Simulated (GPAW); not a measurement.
The system is In3As.

```
CELL_PARAMETERS angstrom
4.67168 0.00000 0.00000
0.00000 4.67168 0.00000
0.00000 0.00000 4.67168
ATOMIC_POSITIONS crystal
In 0.50000 0.50000 0.00000
In 0.50000 0.00000 0.50000
In 0.00000 0.50000 0.50000
As 0.00000 0.00000 0.00000
```

The cell comes from a database or a generator and needn't be the stable form of this composition.

```yaml
Program: GPAW 26.7.0
Task: relaxation of cell and atoms
Functional: PBEsol
Dispersion: D3
Potentials_or_basis: PAW data sets generated in the run's folder for this functional
Cutoff: 600 eV
Basis: pw
k_mesh: 6 × 6 × 6
Occupations: fermi-dirac, width 0.05 eV
Spin: no spin polarisation
```

At the start: pressure -3.7 GPa; volume 25.49 Å³/atom.

Q: How do energy, volume and symmetry change on relaxing?

A: Over 4 steps the energy falls by 24.6 meV/atom and the volume is 23.43 Å³/atom (-8.1 %); space group Pm-3m (No. 221, to 0.05 Å).

Step by step:
| step | energy change (eV) | largest force (eV/Å) | pressure (GPa) | volume (Å³) |
| --- | --- | --- | --- | --- |
| 1 | 0.0000 | 0.0000 | -3.65 | 101.96 |
| 2 | -0.0137 | 0.0000 | -3.44 | 101.32 |
| 3 | -0.0961 | 0.0000 | 0.56 | 92.62 |
| 4 | -0.0985 | 0.0000 | -0.05 | 93.70 |

Final structure:
```
CELL_PARAMETERS angstrom
4.54205 0.00000 0.00000
0.00000 4.54205 0.00000
0.00000 0.00000 4.54205
ATOMIC_POSITIONS crystal
In 0.50000 0.50000 0.00000
In 0.50000 0.00000 0.50000
In 0.00000 0.50000 0.50000
As 0.00000 0.00000 0.00000
```

Caveat: later steps reuse the first step's grids; pairwise dispersion overbinds metals, which lowers pressure and volume.
